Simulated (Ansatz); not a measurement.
# Eu: the cost of one run

Computed with Ansatz 0.2.0 (DFT PBE+U, scalar-relativistic, plane waves, PAW, unless a step's input says otherwise).

2 further runs of the same task are left out: 2 set aside as unsound or not needed.

## (1) Starting point

The structure is orthorhombic, space group Cmme (No. 67). The conventional cell has a = 4.565 Å, b = 6.456 Å, c = 24.684 Å, α = 90.00°, β = 90.00°, γ = 90.00°. Eu (site symmetry mm2) is surrounded by 6 Eu at 3.86 to 3.95 Å. Eu (site symmetry mm2) has 8 Eu at 3.86 to 3.98 Å as nearest neighbours.

Structure file:

```xyz
4
Lattice="3.9533 0.0000 0.0000 -1.3178 3.7272 0.0000 0.0000 0.0000 24.6837" Properties=species:S:1:pos:R:3 pbc="T T T"
Eu    1.3178    1.8636    7.5950
Eu    0.0000    0.0000   10.7130
Eu    1.3178    1.8636   13.9706
Eu    0.0000    0.0000   17.0888
```

Planes are indexed in the bulk's conventional cell (Im-3m (No. 229)), a = 4.565 Å, b = 4.565 Å, c = 4.565 Å, α = 90.00°, β = 90.00°, γ = 90.00°.

As cut, it was a (110) slab, 9.7 Å thick as cut, with 15 Å of vacuum; its outer planes are Eu (top) and Eu (bottom); it was relaxed in an earlier run.

## (2) Bands of the relaxed slab

The cell repeats along c, and a dipole correction in the vacuum removes the field between the copies.

input.yaml

```yaml
crystal:
  lattice:
    - [3.9533446467, 0.0, 0.0]
    - [-1.3177815489, 3.7272490774, 0.0]
    - [0.0, 0.0, 24.6836771618]
  atoms:
    - { symbol: Eu, position: [0.5, 0.5, 0.3076927609], spin: 7.83 }
    - { symbol: Eu, position: [0.0, 0.0, 0.4340112867], spin: 7.82 }
    - { symbol: Eu, position: [0.5, 0.5, 0.5659852004], spin: 7.82 }
    - { symbol: Eu, position: [0.0, 0.0, 0.692310752], spin: 7.83 }
basis:
  ecutwfc: 420
kpoints:
  mp_grid: { grid: [7, 7, 1] }
  band_path:
    path: [[0.5, 0, 0], [0, 0, 0], [0, 0.5, 0], [0.5, 0.5, 0], [0, 0, 0]]
    npoints: 12
hamiltonian:
  xc: pbe
  hubbard: { sites: [{ species: Eu, l: f, u_eff: 6.0 }] }
scf:
  occupations: { method: gaussian, width: 0.1 }
  lower_state_search: "off"
  n_extra_bands: 34
output:
  forces: true
  eigenvalues: true
  hubbard: { sites: [{ species: Eu, l: f }] }
  populations: true
  fatbands: true
  write_density: true
  write_potential: true
  elf: true
  volumetric_format: npy
magnetization:
  spin_polarized: true
efield:
  axis: 3
  dipole_correction: true
  ramp_width: 0.04
checkpoint:
  read: start.run
  write: ck
  compress: false
  write_wavefunctions: false
  write_every: 100000
```

On the command line:

```
$ ansatz run input.yaml --threads 4 --pin off --max-ram 10240MiB --backend cpu --events-out ev --progress --plain --runs-dir out
```

What time and memory should one allow on 4 threads of Arm Neoverse V1, shared host?

About 2.5 min, with a peak of 2.3 GiB.
